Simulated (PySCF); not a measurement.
# F4Se2Si2 (cyclo-(F2SiSe)2): the cost of one run

Programs: PySCF 2.14.0, with density-fitted response routines of our own. Each step states its level of theory. These are calculated values for one molecule in the gas phase, unless marked as measured. Atoms count from 0, in the outputs and in this text.

## 1. The starting structure

8 atoms, charge 0, multiplicity 1; geometry from: GFN2-xTB. The atoms were then displaced at random by about 0.03 Å, so the start is not that level's minimum.

Bonds of the start (Å): Si0–F1 1.67, Si0–F2 1.63, Si0–Se3 2.25, Si0–Se7 2.21, Se3–Si4 2.22, Si4–F5 1.57, Si4–F6 1.58, Si4–Se7 2.32.

## 2. Geometry optimisation at PBE0-D3(BJ)/def2-SVP

The job: settings as JSON, then the geometry in Å.

```
{"job": {"xc": "PBE0", "basis": "def2-SVP", "d3": "d3bj", "grid": 1, "maxiter": 40, "shake": 0.03, "kind": "geom"}, "charge": 0, "multiplicity": 1}
Si    -0.645260     1.216170     0.187900
F     -2.187400     1.554020     0.732050
F     -0.290080     2.771970    -0.163220
Se    -0.531720    -0.119590    -1.619620
Si     0.702490    -1.309520    -0.209070
F      2.158640    -1.581380    -0.741800
F      0.235890    -2.771660     0.144780
Se     0.695660     0.154330     1.585280
```

Launch:

```console
$ OMP_NUM_THREADS=1 python probes_run.py task.json out
```

This one command runs all jobs of the session in turn.

**Question.** How long does this first job take on 1 thread of Intel Xeon Platinum 8259CL at 2.50GHz, shared host, and how much memory does it need?

About 3.2 min, with a peak of 0.76 GiB.
